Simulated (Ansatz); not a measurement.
**CH6BGaTe: up Jacob's ladder to CCSD(T)**

How much do the methods differ for CH6BGaTe? The plan is to run it at one geometry with functionals of several rungs and with coupled cluster. The yardstick is the atomisation energy at the CCSD(T) limit.

Method: functionals in def2-TZVPP, the program's frozen cores in correlated methods; program: Ansatz 0.2.0, Gaussian basis.

Plan: LDA (SPW92), PBE-D4, revPBE-D4, BLYP-D4, r2SCAN-D4, B97M-V, PBE0-D4, B3LYP-D4, r2SCANh-D4, r2SCAN0-D4, HSE06-D4, BHLYP-D4, CAM-B3LYP-D4, LC-ωPBE, ωB97X-V, ωB97M-V, B2PLYP, PBE-QIDH; CCSD(T)/def2-SVP; CCSD(T)/def2-TZVPP; MP2/def2-QZVPP; extrapolation to the limit; RPA on PBE.

## 1. The relaxed structure

An earlier PBE0-D4 in a triple-zeta def2 set relaxation fixed the geometry. Te takes the def2 core potential; no spin-orbit term is included.

10 atoms, charge 0, spin multiplicity 1.

Atoms are counted from 1 here; the program's logs count them from 0.

Bond lengths: C1–B2 1.568 Å, C1–H5 1.097 Å, C1–H6 1.097 Å, C1–H7 1.092 Å, B2–Ga3 2.087 Å, B2–Te4 2.125 Å, Ga3–H8 1.577 Å, Ga3–H9 1.577 Å, Te4–H10 1.665 Å. Angles: B2–C1–H5 109.8°, B2–C1–H6 109.8°, B2–C1–H7 115.3°, H5–C1–H6 105.2°, H5–C1–H7 108.1°, H6–C1–H7 108.1°, C1–B2–Ga3 122.5°, C1–B2–Te4 121.0°, Ga3–B2–Te4 116.6°, B2–Ga3–H8 122.0°, B2–Ga3–H9 122.3°, H8–Ga3–H9 115.7°, B2–Te4–H10 96.7°.

## 2. LDA

This LDA is Slater exchange with PW92 correlation.

The input, in.yaml:

```yaml
crystal:
  periodic: [false, false, false]
  atoms:
    - {symbol: C, position_ang: [-0.185287, 1.335095, -0.045914]}
    - {symbol: B, position_ang: [0.045111, -0.202964, -0.244336]}
    - {symbol: Ga, position_ang: [0.146786, -1.537134, 1.357706]}
    - {symbol: Te, position_ang: [0.265376, -1.033602, -2.187900]}
    - {symbol: H, position_ang: [0.603838, 1.750015, 0.593160]}
    - {symbol: H, position_ang: [-1.119010, 1.503270, 0.504561]}
    - {symbol: H, position_ang: [-0.222238, 1.923355, -0.965352]}
    - {symbol: H, position_ang: [-1.139360, -2.235858, 1.945964]}
    - {symbol: H, position_ang: [1.507299, -1.895449, 2.070782]}
    - {symbol: H, position_ang: [0.097496, 0.393283, -3.028670]}
basis:
  gaussian: {orbitals: def2-TZVPP}
hamiltonian: {xc: lda}
output: {orbitals: {seedname: orbitals}}
```

Command:

```sh
> ansatz run in.yaml --threads 4 --pin off --events-out ev --progress --plain --max-ram 10444MiB
```

The runs that follow: PBE-D4 (GGA); revPBE-D4 (GGA); BLYP-D4 (GGA); r2SCAN-D4 (meta-GGA); B97M-V (meta-GGA); B3LYP-D4 (hybrid); r2SCANh-D4 (hybrid); r2SCAN0-D4 (hybrid); HSE06-D4 (hybrid); BHLYP-D4 (hybrid); CAM-B3LYP-D4 (range-separated); LC-ωPBE (range-separated); ωB97X-V (range-separated); ωB97M-V (range-separated); B2PLYP (double hybrid); PBE-QIDH (double hybrid); CCSD(T) in def2-SVP; CCSD(T) in def2-TZVPP; MP2 in def2-QZVPP; RPA on PBE orbitals.

Q: Predict the results of all the runs planned. Wanted: atomisation energy, CCSD(T)/CBS; farthest beyond LDA; mean size of error, GGA; mean size of error, meta-GGA; mean size of error, hybrid; mean size of error, range-separated; mean size of error, double hybrid; gap, smallest and largest; T1 diagnostic.

**Answer**, as computed:

| quantity | value |
| --- | --- |
| atomisation energy, CCSD(T)/CBS | 3030.8 kJ/mol |
| functionals within 30.3 kJ/mol (1.0 %) | PBE-D4, r2SCAN-D4, B97M-V, PBE0-D4, B3LYP-D4, r2SCANh-D4, r2SCAN0-D4, HSE06-D4, CAM-B3LYP-D4, ωB97X-V, ωB97M-V, PBE-QIDH |
| farthest beyond LDA | BHLYP-D4 (-73.0 kJ/mol) |
| mean size of error, GGA | 35.8 kJ/mol |
| mean size of error, meta-GGA | 15.1 kJ/mol |
| mean size of error, hybrid | 20.7 kJ/mol |
| mean size of error, range-separated | 18.5 kJ/mol |
| mean size of error, double hybrid | 35.9 kJ/mol |
| gap, smallest and largest | 3.31 eV (LDA (SPW92)), 9.64 eV (LC-ωPBE) |
| T1 diagnostic | 0.0144 |
| triples share of the correlation energy | 3.3 % |

In words: The LDA atomisation energy is off by 404.7 kJ/mol (13 %): it overbinds. PBE-D4 is off by +25.5 kJ/mol. Double hybrids carry the basis error of their MP2 part in triple zeta, and no dispersion term here, so their miss is partly the set-up's. The rungs meta-GGA, range-separated, hybrid miss on average by less than the doubt on the reference (30.3 kJ/mol), so they tie. Misses under about 30.3 kJ/mol are within the doubt on the reference itself, which lacks core-valence correlation, spin-orbit coupling and higher excitations, and its outer-core shells are covered unevenly. All levels share the lack of spin-orbit coupling, which lowers the free heavy atoms and so the true binding. Hartree-Fock recovers 74 % of the binding; the rest is correlation. CCSD(T) in def2-SVP is off by -169.8 kJ/mol, which most functionals beat. Orbital gaps span 3.3 to 9.6 eV; exact exchange widens them. Correlated methods include outer-core shells of Ga, Te, which these sets cover unevenly.
